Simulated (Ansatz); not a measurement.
# Ga2HO (quartet): from Hartree-Fock to the top rungs, cc-pVDZ

An exercise on one series of results from a longer session: the logs are not shown, and one member is left open.

The runs use Ansatz 0.2.0, Gaussian basis; cc-pVDZ, core rule «outside noble gas», up to 29 orbitals frozen.

To be run: UHF; CCSD(T) on ROHF; CCSD(T) on UHF; BCCD(T) on ROHF; CISD; CCSDT(Q) on ROHF; CCSDT(Q) on UHF.

31 further runs of the same task are left out: 2 for a known fault of the program, 13 that didn't finish, 16 set aside as unsound or not needed.

## What is computed

The geometry is a PBE0/def2-TZVP stationary point (not a proven minimum). No spin-orbit coupling is included. The filled d shell of Ga may be among the frozen orbitals whatever the setting's name suggests; the logs give the count.

4 atoms, charge 0, spin multiplicity 4.

Atoms are counted from 1 here; the program's logs count them from 0.

Bond lengths: Ga1–Ga2 2.467 Å, Ga2–O3 1.827 Å, Ga2–H4 1.567 Å. Angles: Ga1–Ga2–O3 115.8°, Ga1–Ga2–H4 126.3°, O3–Ga2–H4 117.9°.

Set-up of the first run:

Contents of in.yaml:

```yaml
crystal:
  periodic: [false, false, false]
  atoms:
    - {symbol: Ga, position_ang: [0.000000, -0.114355, 1.459178]}
    - {symbol: Ga, position_ang: [0.000000, 0.346183, -0.964476]}
    - {symbol: O, position_ang: [0.000000, -1.121199, -2.052561]}
    - {symbol: H, position_ang: [0.000000, 1.760793, -1.639351]}
basis:
  gaussian: {orbitals: cc-pVDZ}
magnetization: {spin_polarized: true, initial_magnetization: 3}
hamiltonian: {xc: hf}
output: {orbitals: {seedname: orbitals}}
```

Command:

```
ansatz run in.yaml --threads 1 --pin off --events-out ev --progress --plain --max-ram 2393MiB
```

Among the steps run: UHF; CCSD(T) on ROHF; CCSD(T) on UHF; BCCD(T) on ROHF; CISD; CCSDT(Q) on ROHF; CCSDT(Q) on UHF.

One of the session's tables, all rows but one given; the rest of the session is left out.

| method | from UCCSDT(Q) (meV) |
| --- | --- |
| ROHF | +7587.4 |
| UHF | +7371.4 |
| RMP2 | +1211.8 |
| UMP2 | +1193.8 |
| RCCSD | +263.0 |
| UCCSD | +245.7 |
| RCCSD(T) | ? |
| UCCSD(T) | +61.4 |
| BCCD(T) | +70.7 |
| RCCSDT | +31.0 |
| UCCSDT | +19.2 |
| RCCSDT(Q) | +14.2 |
| UCCSDT(Q) | 0 |

**Question.** Estimate the row for RCCSD(T).

As computed: from UCCSDT(Q) (meV): +72.4. In the column «from UCCSDT(Q) (meV)» it lies between BCCD(T) (+70.7) and UCCSD (+245.7).

Not comparable, so not listed: CISD (they don't share determinant, frozen orbitals or solution with the rows shown, or repeat one).

Caveats from the session: Restricted and unrestricted rows rest on different reference determinants; where their highest levels disagree by more than a few hundredths of an eV, they describe different states and don't form one ladder.
